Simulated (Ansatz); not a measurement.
# MgO, 2 atoms: a single-point run with RPA energy on a GPU

Wanted: a converged self-consistent solution for MgO in a cell of 2 atoms, followed by RPA energy; the run's time is noted too.

Method: run time, RPA energy, PBE, NC, in Ansatz 0.2 early development.

### 1 Starting point

Symmetry: Fm-3m, No. 225, cubic system. The conventional cell has a = 4.210 Å, b = 4.210 Å, c = 4.210 Å, α = 90.00°, β = 90.00°, γ = 90.00°. Mg (site symmetry m-3m) is surrounded by 6 O at 2.10 Å. Around O (site symmetry m-3m) lie 6 Mg at 2.10 Å.

Structure file:

```cif
data_structure
_symmetry_space_group_name_H-M 'P 1'
_symmetry_Int_Tables_number 1
_cell_length_a 2.9769
_cell_length_b 2.9769
_cell_length_c 2.9769
_cell_angle_alpha 60.000
_cell_angle_beta 60.000
_cell_angle_gamma 60.000
_cell_volume 18.65
loop_
_atom_site_label
_atom_site_type_symbol
_atom_site_fract_x
_atom_site_fract_y
_atom_site_fract_z
_atom_site_occupancy
Mg1 Mg 0.00000 0.00000 0.00000 1
O1 O 0.50000 0.50000 0.50000 1
```

### 2 The calculation

Input file input.yaml:

```yaml
# rpa-mgo2-nc (AI-written; times the stages of a typical run)
crystal:
  lattice:
    - [0.00000000, 2.10500000, 2.10500000]
    - [2.10500000, 0.00000000, 2.10500000]
    - [2.10500000, 2.10500000, 0.00000000]
  atoms:
    - { symbol: Mg, position: [0.00000000, 0.00000000, 0.00000000] }
    - { symbol: O, position: [0.50000000, 0.50000000, 0.50000000] }
kpoints:
  mp_grid: { grid: [6, 6, 6] }
hamiltonian:
  xc: pbe
  pseudopotentials: { kind: nc, accuracy: standard }
scf:
  occupations: { method: fixed }
output:
  rpa_energy: { ecut_chi_ladder: [200 eV, 250 eV, 300 eV], long_wavelength: optical_limit }
```

Run with:

```
$ ansatz run input --backend cuda --devices 0, --threads 36 --events-out ev
```

Before running it: what results should come out? Wanted: free energy; electrons solved for; SCF passes in all; RPA correlation energy; exact exchange.

**Answer**, as computed:

| quantity | value |
| --- | --- |
| time per pass of the first SCF | 0.067 s |
| free energy | -2069.4556 eV (-1034.7278 eV/atom) |
| electrons solved for | 16 |
| SCF passes in all | 7 |
| RPA correlation energy | -21.767 eV (-10.883 eV/atom) |
| exact exchange | -299.754 eV |
| wall time | 38 s (1 × NVIDIA GB300 with 36 threads of Arm Neoverse V2 (Grace), shared host) |

**Reading.** Of the time up to the last event, 98 % went to the work after the first SCF (RPA energy). The reported correlation energy lies 3.218 eV from that at the highest cutoff, which shows how much the extrapolation supplies.
